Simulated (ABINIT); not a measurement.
The system is GeCN2.

```xyz
4
Lattice="1.7938 1.0356 4.9220 -1.7938 1.0356 4.9220 0.0000 -2.0713 4.9220" Properties=species:S:1:pos:R:3 pbc="T T T"
Ge    0.0000    0.0000    0.0000
N     0.0000    0.0000    8.6219
N     0.0000    0.0000    6.1440
C     0.0000    0.0000    7.3829
```

The cell comes from a database or a generator and needn't be the stable form of this composition.

Base run:

```yaml
Program: ABINIT 10.8.3 (patched build)
Functional: LDA
Potentials_or_basis: PseudoDojo NC SR LDA v0.4.1 standard
Cutoff: 1143 eV
k_mesh: 7 × 7 × 7
Occupations: fermi-dirac, width 0.05 eV
Spin: no spin polarisation
```

Its results: band gap on the k mesh 1.04 eV, indirect (least direct gap 1.83 eV); pressure -6.2 GPa; largest force 0.136 eV/Å.

Question: The run is repeated on the same cell with these changes: potentials or basis from PseudoDojo NC SR LDA v0.4.1 standard to PseudoDojo NC SR LDA v0.4 stringent; cutoff from 1143 eV to 1524 eV; valence electrons from 28 to 36. What comes out?

Answer: Band gap on the k mesh 1.04 eV, indirect (least direct gap 1.83 eV); pressure -6.8 GPa; largest force 0.134 eV/Å.

Caveats: an odd mesh through Γ misses points on the zone boundary, where band edges often lie.

Not every run made on this cell is shown here.
